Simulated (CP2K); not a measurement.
# CH3InO (In(CO)H3): levels of theory compared

Aim: a comparison of 3 runs (PM6, GFN2-xTB, GFN1-xTB) of CH3InO (In(CO)H3). 

Program for the calculation: CP2K 2026.2.

### 1 Starting point

CH3InO: 6 atoms, total charge 0, spin state singlet. As SMILES, `[H][In]([H])([H])<-[C-]#[O+]`. Geometry: a GFN1-xTB relaxation, a rough one for these elements and not checked as a minimum.

Bond lengths: In1–C2 2.441 Å, C2–O3 1.120 Å, In1–H4 1.701 Å, In1–H5 1.700 Å, In1–H6 1.701 Å. Angles: In1–C2–O3 178.1°, C2–In1–H4 93.1°, C2–In1–H5 94.1°, C2–In1–H6 93.2°, H4–In1–H5 119.8°, H4–In1–H6 119.5°, H5–In1–H6 119.7°.

### 2 Energy and gradient at PM6 (run 1)

mol.inp reads:

```
&GLOBAL
    PROJECT mol
    RUN_TYPE ENERGY_FORCE
    PRINT_LEVEL MEDIUM
&END GLOBAL

&FORCE_EVAL
    METHOD Quickstep
    &DFT
        CHARGE 0
        MULTIPLICITY 1
        &QS
            METHOD PM6
            EPS_DEFAULT 1.0E-10
            &SE
                &COULOMB
                    CUTOFF [angstrom] 50
                    RC_RANGE [angstrom] 0
                &END COULOMB
                &EXCHANGE
                    CUTOFF [angstrom] 50
                    RC_RANGE [angstrom] 0
                &END EXCHANGE
            &END SE
        &END QS
        &POISSON
            PERIODIC NONE
            POISSON_SOLVER ANALYTIC
        &END POISSON
        &SCF
            SCF_GUESS CORE
            EPS_SCF 1.0E-06
            MAX_SCF 88
            ADDED_MOS 4
            &DIAGONALIZATION
                ALGORITHM STANDARD
            &END DIAGONALIZATION
            &MIXING
                METHOD DIRECT_P_MIXING
                ALPHA 0.4
            &END MIXING
        &END SCF
        &PRINT
            &MOMENTS
                PERIODIC F
                REFERENCE COM
                MAX_MOMENT 1
            &END MOMENTS
            &MO ON
                ENERGIES T
                OCCUPATION_NUMBERS T
                NDIGITS 6
                &EACH
                    QS_SCF 0
                &END EACH
                ADD_LAST NUMERIC
            &END MO
            &HIRSHFELD OFF
            &END HIRSHFELD
        &END PRINT
    &END DFT
    &SUBSYS
        &CELL
            ABC [angstrom] 12.6 12.9 13.7
            PERIODIC NONE
        &END CELL
        &COORD
            In     5.878450     6.455430     5.131400
            C      5.904110     6.473740     7.572510
            O      5.937750     6.451590     8.691790
            H      7.576390     6.456970     5.021880
            H      5.023610     7.920090     5.008210
            H      5.035710     4.979910     5.057750
        &END COORD
    &END SUBSYS
    &PRINT
        &FORCES ON
        &END FORCES
    &END PRINT
&END FORCE_EVAL
```

The run is started by

```bash
$ OMP_NUM_THREADS=1 cp2k.psmp -i mol.inp -o mol.out
```

Log:

```text
CP2K| version string:                                       CP2K version 2026.2
[...]
 GLOBAL| Method name                                                        CP2K
[...]
 GLOBAL| Run type                                                   ENERGY_FORCE
[...]
                             - Atoms:                                          6
[...]
                             - Spherical basis functions:                     15
[...]
 Number of electrons:                                                         16
[...]
     1 P_Mix/Diag. 0.40E+00    0.0     1.99997859       -12.1219614472 -1.21E+01
[...]
    17 DIIS/Diag.  0.25E-06    0.0     0.00000040       -18.5243380319 -2.93E-11
  *** SCF run converged in    17 steps ***
  Core-core repulsion energy [eV]:                            563.14794748348334
  Core Hamiltonian energy [eV]:                              -808.98419949721460
  Two-electron integral energy [eV]:                         -516.47324172345930
  Electronic energy [eV]:                                   -1067.22082035894414
  Total energy [eV]:                                         -504.07287287546092
  Atomic reference energy [eV]:                               507.96252765293366
  Heat of formation [kcal/mol]:                                89.69757715220751
[...]
 SE_DIPOLE| Moment [Debye]         -0.01187661      -0.01916583      -1.55934375
 SE_DIPOLE| Derivative [a.u.]       0.00000000       0.00000000       0.00000000
 ENERGY| Total FORCE_EVAL ( QS ) energy [hartree]            -18.524338031930899
 FORCES| Atomic forces [hartree/bohr]
 FORCES|   Atom     x               y               z               |f|
 FORCES|      1  5.44854061E-04  1.02193682E-04  6.59307190E-03   6.61633634E-03
 FORCES|      2 -6.72463917E-04  3.86831599E-04 -2.55719997E-02   2.55837646E-02
 FORCES|      3  8.57593324E-04 -4.41766199E-04  3.43161969E-02   3.43297538E-02
 FORCES|      4  8.38399677E-02  1.57063591E-04 -5.43506804E-03   8.40160986E-02
 FORCES|      5 -4.26369032E-02  7.31085236E-02 -6.20881207E-03   8.48605390E-02
 FORCES|      6 -4.19330480E-02 -7.33128463E-02 -3.69338901E-03   8.45387193E-02
 FORCES| Sum     2.77555756E-17  1.38777878E-17 -4.16333634E-16
 FORCES| Total atomic force                                       4.17488515E-16
[...]
```

Run time: 0.82 s. Hardware: 1 thread of Intel Xeon 6975P-C (Granite Rapids), shared host; peak memory 0.19 GiB.

### 3 A single-point energy at GFN2-xTB (run 2)

gas.inp reads:

```
&GLOBAL
 PROJECT_NAME gas
 RUN_TYPE ENERGY
 PRINT_LEVEL MEDIUM
&END

&FORCE_EVAL
 METHOD QUICKSTEP
 &DFT
  &QS
   METHOD XTB
   EPS_DEFAULT 1.0E-10
   &XTB
    GFN_TYPE TBLITE
    &TBLITE
     METHOD GFN2
    &END
    CHECK_ATOMIC_CHARGES F
   &END
  &END
  &POISSON
   PERIODIC NONE
   POISSON_SOLVER ANALYTIC
  &END
  &SCF
   SCF_GUESS ATOMIC
   EPS_SCF 1.0E-06
   MAX_SCF 150
   ADDED_MOS 8
   EPS_DIIS 0.01
   &DIAGONALIZATION
    ALGORITHM STANDARD
   &END
   &MIXING
    METHOD DIRECT_P_MIXING
    ALPHA 0.4
   &END
   &SMEAR ON
    METHOD FERMI_DIRAC
    ELECTRONIC_TEMPERATURE [K] 300
   &END
  &END
  &PRINT
   &MOMENTS
    PERIODIC F
    REFERENCE COM
    MAX_MOMENT 1
   &END
   &MO ON
    ENERGIES T
    OCCUPATION_NUMBERS T
    NDIGITS 6
    &EACH
     QS_SCF 0
    &END
    ADD_LAST NUMERIC
   &END
   &HIRSHFELD OFF
   &END
  &END
 &END
 &SUBSYS
  &CELL
   ABC 18.6 18.9 19.7
   PERIODIC NONE
  &END
  &COORD
   In    -0.014220    -0.000860    -0.949190
   C      0.011440     0.017450     1.491920
   O      0.045080    -0.004700     2.611200
   H      1.683720     0.000680    -1.058710
   H     -0.869060     1.463800    -1.072380
   H     -0.856960    -1.476380    -1.022840
  &END
  &TOPOLOGY
   &CENTER_COORDINATES
   &END
  &END
 &END
&END
```

The run is started by

```bash
$ OMP_NUM_THREADS=1 cp2k.psmp gas.inp > gas.out
```

Log:

```text
CP2K| version string:                                       CP2K version 2026.2
[...]
 GLOBAL| Method name                                                        CP2K
[...]
 GLOBAL| Run type                                                         ENERGY
[...]
                             - Atoms:                                          6
[...]
                             - Spherical basis functions:                     20
[...]
 Number of electrons:                                                         16
[...]
  *** SCF run converged in    19 steps ***
[...]
  Fermi energy:                                                -0.37715528683248
[...]
 TB_DIPOLE| Moment [Debye]          0.02049749       0.02802748       2.44423237
 TB_DIPOLE| Derivative [a.u.]       0.00000000       0.00000000       0.00000000
[...]
 ENERGY| Total FORCE_EVAL ( QS ) energy [hartree]             -8.842950685187613
[...]
```

Run time: 0.82 s. Hardware: 1 thread of Intel Xeon 6975P-C (Granite Rapids), shared host; peak memory 0.19 GiB.

### 4 Energy and forces at GFN1-xTB (run 3)

job.inp reads:

```
&GLOBAL
  PROJECT_NAME job
  RUN_TYPE ENERGY_FORCE
  PRINT_LEVEL MEDIUM
&END GLOBAL
&FORCE_EVAL
  METHOD QS
  &DFT
    &QS
      METHOD XTB
      EPS_DEFAULT 1.0E-10
      &XTB
        GFN_TYPE TBLITE
        &TBLITE
          METHOD GFN1
        &END TBLITE
        CHECK_ATOMIC_CHARGES F
      &END XTB
    &END QS
    &POISSON
      PERIODIC NONE
      POISSON_SOLVER ANALYTIC
    &END POISSON
    &SCF
      SCF_GUESS RANDOM
      EPS_SCF 1.0E-07
      MAX_SCF 74
      ADDED_MOS 4
      &DIAGONALIZATION
        ALGORITHM STANDARD
      &END DIAGONALIZATION
      &MIXING
        METHOD DIRECT_P_MIXING
        ALPHA 0.4
      &END MIXING
      &SMEAR ON
        METHOD FERMI_DIRAC
        ELECTRONIC_TEMPERATURE [K] 300
      &END SMEAR
    &END SCF
    &PRINT
      &MOMENTS
        PERIODIC F
        REFERENCE COM
        MAX_MOMENT 1
      &END MOMENTS
      &MO ON
        ENERGIES T
        OCCUPATION_NUMBERS T
        NDIGITS 6
        &EACH
          QS_SCF 0
        &END EACH
        ADD_LAST NUMERIC
      &END MO
      &HIRSHFELD OFF
      &END HIRSHFELD
    &END PRINT
  &END DFT
  &SUBSYS
    &CELL
      ABC 12.6 12.9 13.7
      PERIODIC NONE
    &END CELL
    &COORD
      UNIT bohr
      In    -0.0268719    -0.0016252    -1.7937091
      C      0.0216185     0.0329757     2.8193202
      O      0.0851889    -0.0088817     4.9344529
      H      3.1817697     0.0012850    -2.0006719
      H     -1.6422854     2.7661811    -2.0265045
      H     -1.6194197    -2.7899539    -1.9328875
    &END COORD
    &TOPOLOGY
      &CENTER_COORDINATES
      &END CENTER_COORDINATES
    &END TOPOLOGY
  &END SUBSYS
  &PRINT
    &FORCES ON
    &END FORCES
  &END PRINT
&END FORCE_EVAL
```

The run is started by

```bash
$ OMP_NUM_THREADS=1 cp2k.psmp job.inp > job.out
```

Log:

```text
CP2K| version string:                                       CP2K version 2026.2
[...]
 GLOBAL| Method name                                                        CP2K
[...]
 GLOBAL| Run type                                                   ENERGY_FORCE
[...]
                             - Atoms:                                          6
[...]
                             - Spherical basis functions:                     23
[...]
 Number of electrons:                                                         16
[...]
  *** SCF run converged in    18 steps ***
[...]
  Fermi energy:                                                -0.35586012619338
[...]
 TB_DIPOLE| Moment [Debye]         -0.01967302       0.04699263       0.79897671
 TB_DIPOLE| Derivative [a.u.]       0.00000000       0.00000000       0.00000000
[...]
 ENERGY| Total FORCE_EVAL ( QS ) energy [hartree]             -9.892069539911430
 FORCES| Atomic forces [hartree/bohr]
 FORCES|   Atom     x               y               z               |f|
 FORCES|      1  1.22661786E-04 -5.02324935E-05  1.51068456E-05   1.33407023E-04
 FORCES|      2  4.21468823E-05 -3.65506362E-05  7.68890550E-05   9.49959761E-05
 FORCES|      3 -3.72649927E-05  4.38514739E-05 -9.84681942E-05   1.14050939E-04
 FORCES|      4 -8.92423188E-05  7.28226052E-05 -3.59844921E-06   1.15240063E-04
 FORCES|      5  3.16610038E-05  9.94858105E-06  2.50721159E-05   4.15933218E-05
 FORCES|      6 -6.99623601E-05 -3.98395304E-05 -1.50013730E-05   8.18960391E-05
 FORCES| Sum    -4.45742618E-17  3.06964740E-17  3.42709530E-17
 FORCES| Total atomic force                                       6.40596328E-17
[...]
```

Wall time 0.82 s (1 thread of Intel Xeon 6975P-C (Granite Rapids), shared host); peak memory 0.19 GiB.

### 5 All runs side by side

| run | level | task | iteration cap | energy (Eh) | dipole moment (D) | HOMO energy (eV) | LUMO energy (eV) | wall time |
| --- | --- | --- | --- | --- | --- | --- | --- | --- |
| 1 | PM6 | gradient | 88 | -18.524338 | 1.56 | -11.14 | 0.39 | 0.82 s |
| 2 | GFN2-xTB | energy | 150 | -8.842951 | 2.44 | -11.47 | -9.35 | 0.82 s |
| 3 | GFN1-xTB | gradient | 74 | -9.892070 | 0.80 | -11.78 | -8.77 | 0.82 s |

### 6 Outcome

| quantity | value |
| --- | --- |
| run 3: total energy | -9.89207 Eh |
| run 3: dipole moment (from atomic charges alone) | 0.80 D |
| run 3: HOMO energy | -11.78 eV |
| run 3: LUMO energy | -8.77 eV |
| run 3: HOMO–LUMO gap | 3.01 eV |
| run 3: largest force on an atom | 0.007 eV/Å |

**Reading.** The dipole moment (its size) runs from 0.80 D (GFN1-xTB) to 2.44 D (GFN2-xTB). Some of these are taken from atomic charges alone. The HOMO–LUMO gap runs from 2.12 eV (GFN2-xTB) to 11.53 eV (PM6). Force-field and semi-empirical energies have zeros of their own, so their totals don't compare. All runs together took 2.5 s, the longest 0.82 s.
